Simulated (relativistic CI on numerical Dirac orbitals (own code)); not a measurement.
# Pm³⁺: one ion under different settings

How much do the settings matter for Pm³⁺? One ion, several inputs.

The numbers are computed with relativistic CI on numerical Dirac orbitals (own code) version 3 (Dirac-Coulomb-Breit CI, KLI orbitals optimised for each configuration, model QED (radiative potential, 1s self-energy scaled to tabulated hydrogen-like ionisation energies), numerical settings as typed), except any that are marked as measured or tabulated.

## (1) What is computed

| Item | Value |
| --- | --- |
| ion | Pm³⁺ (Pm IV) |
| nuclear charge | 61 |
| electrons | 58 |
| isotope | A = 145 |

## (2) The usual input

Settings, as recorded:

```ini
atom Pm  Z=61  charge=3  electrons=58
nucleus A=145  rms_radius_fm=4.9620
hamiltonian dirac-coulomb  breit=on  qed=on  c_scale=1
orbitals kli  potential=per-configuration
slater_scale 1
correlation none
mixing on
grid step=0.0125 r_max=64.9
scf mixing=0.4 start=green max_iterations=150 tolerance=2e-08 node_fill=0.05
configurations
  [Xe] 4f4
  [Xe] 4f3 6s
  [Xe] 4f2 6s2
  [Xe] 4f2 6s 6p
  [Xe] 4f2 6p2
end
```

Run with:

```bash
python run_levels.py task.json out
```

task.json lists these runs, among others, and the program works through them in turn.

## (3) QED terms off

Settings: those of step 2 with these lines changed.

```diff
@@ -2,3 +2,3 @@
 nucleus A=145  rms_radius_fm=4.9620
-hamiltonian dirac-coulomb  breit=on  qed=on  c_scale=1
+hamiltonian dirac-coulomb  breit=on  qed=off  c_scale=1
 orbitals kli  potential=per-configuration
```

## (4) Potential mixing 0.2

Settings, as recorded:

```ini
atom Pm  Z=61  charge=3  electrons=58
nucleus A=145  rms_radius_fm=4.9620
hamiltonian dirac-coulomb  breit=on  qed=on  c_scale=1
orbitals kli  potential=per-configuration
slater_scale 1
correlation none
mixing on
grid step=0.0125 r_max=64.9
scf mixing=0.2 start=green max_iterations=150 tolerance=2e-08 node_fill=0.05
configurations
  [Xe] 4f4
  [Xe] 4f3 6s
  [Xe] 4f2 6s2
  [Xe] 4f2 6s 6p
  [Xe] 4f2 6p2
end
```

## (5) Nuclear radius 49.62

Settings, as recorded:

```ini
atom Pm  Z=61  charge=3  electrons=58
nucleus A=145  rms_radius_fm=49.6200
hamiltonian dirac-coulomb  breit=on  qed=on  c_scale=1
orbitals kli  potential=per-configuration
slater_scale 1
correlation none
mixing on
grid step=0.0125 r_max=64.9
scf mixing=0.4 start=green max_iterations=82 tolerance=2e-08 node_fill=0.05
configurations
  [Xe] 4f4
  [Xe] 4f3 6s
  [Xe] 4f2 6s2
  [Xe] 4f2 6s 6p
  [Xe] 4f2 6p2
end
```

(Steps that only read results are left out.)

**Question.** What will these runs give? Wanted: lowest level, usual settings; total energy; first excitation.

As calculated:

| setting | total energy less usual (Ha) | largest shift of a level among the lowest eight of both runs, same label and place (cm⁻¹) | SCF iterations | time | lowest level | kind of change |
| --- | --- | --- | --- | --- | --- | --- |
| usual | 0 | 0 | 62 | 0.51 s | 4f4 5I4 | - |
| QED terms off | -5.88 | 32.6 | 62 | 0.49 s | 4f4 5I4 | model term |
| potential mixing 0.2 | 0 | 0 | 70 | 0.54 s | 4f4 5I4 | numerical |
| nuclear radius 49.62 | 32 | 21.6 | 62 | 0.51 s | 4f4 5I4 | unsound |

| quantity | value |
| --- | --- |
| lowest level, usual settings | 4f4 5I4 |
| total energy | -10006.3527 Ha |
| first excitation | 1436.2 cm⁻¹ |

Among the runs whose levels can be followed, they move most under «QED terms off» (model term), by up to 32.6 cm⁻¹. No visible change in the result comes from «potential mixing 0.2». Only the listed configurations are in the model. In a near-neutral ion this small CI can misplace whole configurations by 10,000 cm⁻¹ or more, above all where the count of f electrons changes.
